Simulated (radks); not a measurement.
# Ta inside a hard spherical wall

The task here is to estimate one member of a computed series from the others.

Method: scalar-relativistic Kohn-Sham, LDA (Slater exchange, VWN5 correlation), spin-polarised, spherical densities, finite nucleus; open shells are filled with parallel spins first. Code: radks (a radial shooting solver on a logarithmic mesh, Libxc functionals) version 1.

**Starting point**

* element: tantalum (Z = 73)
* charge: 0
* electrons: 73
* configuration: [Xe] 4f14 5d3 6s2
* nuclear rms radius: 5.3507 fm

Outer shells as boxes (Hund's rule):

Ta
```
[Xe] core
4f [↑↓][↑↓][↑↓][↑↓][↑↓][↑↓][↑↓]
5d [↑ ][↑ ][↑ ][  ][  ]
6s [↑↓]
```

The first run:

Settings of this run:

```text
Z 73
configuration [Xe] 4f14 5d3 6s2 6p0 7s0 5f0
relativity scalar-relativistic
functional lda,vwn5
spin polarised
nucleus finite rms 5.3507 fm
c 137.035999084
```

Steps of the session up to this table: The free atom; Wall at 20 bohr; Wall at 12 bohr; Wall at 8 bohr; Wall at 6 bohr; Wall at 4 bohr; Wall at 2.5 bohr; Wall at 2 bohr.

One of the session's tables, all rows but one given; the rest of the session is left out.

```
R (bohr)  E − E(free) (eV)  ε(5d) (eV)  ε(6p, empty) (eV)  ε(7s, empty) (eV)  ε(5f, empty) (eV)
    free             0.000      -4.343             -1.663             -0.077                  -
      20            -0.000      -4.343             -1.663              0.012              1.477
      12             0.001      -4.338             -1.636              0.729              3.336
       8             0.153      -4.089             -1.091              4.166              6.677
       6                 ?           ?                  ?                  ?                  ?
       4            18.113       3.314             14.277             50.098             27.577
     2.5            177.31      31.892             87.319             212.76             80.059
       2            490.08      70.617             186.22             408.37             137.66
```

Q: Estimate the row for R (bohr) = 6 from the others.

Worked estimate for «E − E(free) (eV)». A straight line through the neighbours (8, 0.153) and (4, 18.113) gives 0.153 + (18.113 − 0.153) × (6 − 8) / (4 − 8) = 9.133; a parabola fitted to 4 rows on both sides gives 4.035.

As computed: E − E(free) (eV): 1.585; ε(5d) (eV): -2.906; ε(6p, empty) (eV): 1.094; ε(7s, empty) (eV): 12.523; ε(5f, empty) (eV): 11.662. In «E − E(free) (eV)» the line misses by +7.548 and the parabola by +2.450.

From R = 4 bohr inwards the highest occupied level lies above zero, pushed up by confinement. Shells are not refilled when levels cross, and a hard wall is a model, not a crystal.
